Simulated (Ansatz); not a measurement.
**CH5BIIn: up Jacob's ladder to CCSD(T)**

One table from this session's results is given with a row withheld; the runs are named, their logs left out.

Program: Ansatz 0.2.0, Gaussian basis. Level of theory: functionals in def2-TZVPP, the program's frozen cores in correlated methods. These are calculated values, not measurements.

Plan: LDA (SPW92), PBE-D4, revPBE-D4, BLYP-D4, r2SCAN-D4, B97M-V, PBE0-D4, B3LYP-D4, r2SCANh-D4, r2SCAN0-D4, HSE06-D4, BHLYP-D4, CAM-B3LYP-D4, LC-ωPBE, ωB97X-V, ωB97M-V, B2PLYP, PBE-QIDH; CCSD(T)/def2-SVP; CCSD(T)/def2-TZVPP; MP2/def2-QZVPP; extrapolation to the limit; RPA on PBE.

### Structure used throughout

All runs share one geometry, relaxed beforehand with PBE0-D4 in a triple-zeta def2 set. In, I take the def2 core potential; no spin-orbit term is included.

SMILES `B[CH]([InH2])I`, 9 atoms, charge 0, spin multiplicity 1.

Atoms are counted from 1 here; the program's logs count them from 0.

Bond lengths: B1–C2 1.550 Å, B1–H5 1.199 Å, B1–H6 1.197 Å, C2–In3 2.172 Å, C2–I4 2.222 Å, C2–H7 1.089 Å, In3–H8 1.719 Å, In3–H9 1.715 Å. Angles: C2–B1–H5 120.1°, C2–B1–H6 119.6°, H5–B1–H6 120.2°, B1–C2–In3 123.5°, B1–C2–I4 81.3°, B1–C2–H7 117.8°, In3–C2–I4 96.2°, In3–C2–H7 117.8°, I4–C2–H7 102.5°, C2–In3–H8 117.4°, C2–In3–H9 115.7°, H8–In3–H9 126.8°.

As a file:

```xyz
9

B    -0.22745    1.39960   -0.66212
C     0.44871    0.01176   -0.52057
In    0.39633   -1.16793    1.30208
I    -1.52572   -0.65395   -1.29225
H    -0.05418    2.05439   -1.65105
H    -0.86400    1.84309    0.24999
H     1.12951   -0.30437   -1.31008
H     1.17804   -2.69889    1.27667
H    -0.48124   -0.48370    2.60735
```

Set-up of the first run:

in.yaml

```yaml
crystal:
  periodic: [false, false, false]
  atoms:
    - {symbol: B, position_ang: [-0.227454, 1.399599, -0.662122]}
    - {symbol: C, position_ang: [0.448714, 0.011760, -0.520568]}
    - {symbol: In, position_ang: [0.396332, -1.167926, 1.302077]}
    - {symbol: I, position_ang: [-1.525720, -0.653949, -1.292253]}
    - {symbol: H, position_ang: [-0.054181, 2.054395, -1.651055]}
    - {symbol: H, position_ang: [-0.864003, 1.843087, 0.249992]}
    - {symbol: H, position_ang: [1.129506, -0.304369, -1.310078]}
    - {symbol: H, position_ang: [1.178041, -2.698888, 1.276666]}
    - {symbol: H, position_ang: [-0.481236, -0.483700, 2.607351]}
basis:
  gaussian: {orbitals: def2-TZVPP}
hamiltonian: {xc: lda}
output: {orbitals: {seedname: orbitals}}
```

Run with:

```sh
$ ansatz run in.yaml --threads 4 --pin off --events-out ev --progress --plain --max-ram 10444MiB
```

Among the steps run: LDA; PBE-D4 (GGA); revPBE-D4 (GGA); BLYP-D4 (GGA); r2SCAN-D4 (meta-GGA); B97M-V (meta-GGA); PBE0-D4 (hybrid); B3LYP-D4 (hybrid); r2SCANh-D4 (hybrid); r2SCAN0-D4 (hybrid); HSE06-D4 (hybrid); BHLYP-D4 (hybrid); CAM-B3LYP-D4 (range-separated); LC-ωPBE (range-separated); ωB97X-V (range-separated); ωB97M-V (range-separated); B2PLYP (double hybrid); PBE-QIDH (double hybrid).

One table of the session follows, with a row left open; its other results are not shown here.

It belongs to the step «Orbital energies across the functionals». 

| functional | HOMO (eV) | LUMO (eV) | gap (eV) |
| --- | --- | --- | --- |
| LDA (SPW92) | -6.40 | -3.05 | 3.34 |
| PBE-D4 | -6.25 | -2.81 | 3.45 |
| revPBE-D4 | -6.20 | -2.71 | 3.49 |
| BLYP-D4 | -6.12 | -2.71 | 3.41 |
| r2SCAN-D4 | -6.49 | -2.57 | 3.91 |
| B97M-V | -6.56 | -2.64 | 3.92 |
| PBE0-D4 | -7.36 | -1.96 | 5.40 |
| B3LYP-D4 | -7.16 | -2.21 | 4.95 |
| r2SCANh-D4 | -6.90 | -2.27 | 4.63 |
| r2SCAN0-D4 | -7.52 | -1.83 | 5.69 |
| HSE06-D4 | -6.97 | -2.33 | 4.64 |
| BHLYP-D4 | -8.34 | -1.19 | 7.15 |
| CAM-B3LYP-D4 | ? | ? | ? |
| LC-ωPBE | -9.89 | 0.04 | 9.94 |
| ωB97X-V | -9.58 | -0.10 | 9.48 |
| ωB97M-V | -9.47 | -0.35 | 9.11 |

Q: Estimate the row for CAM-B3LYP-D4 from the others.

The run gave: HOMO (eV): -8.62; LUMO (eV): -1.07; gap (eV): 7.55. In the column «HOMO (eV)» it lies between ωB97M-V (-9.47) and BHLYP-D4 (-8.34).
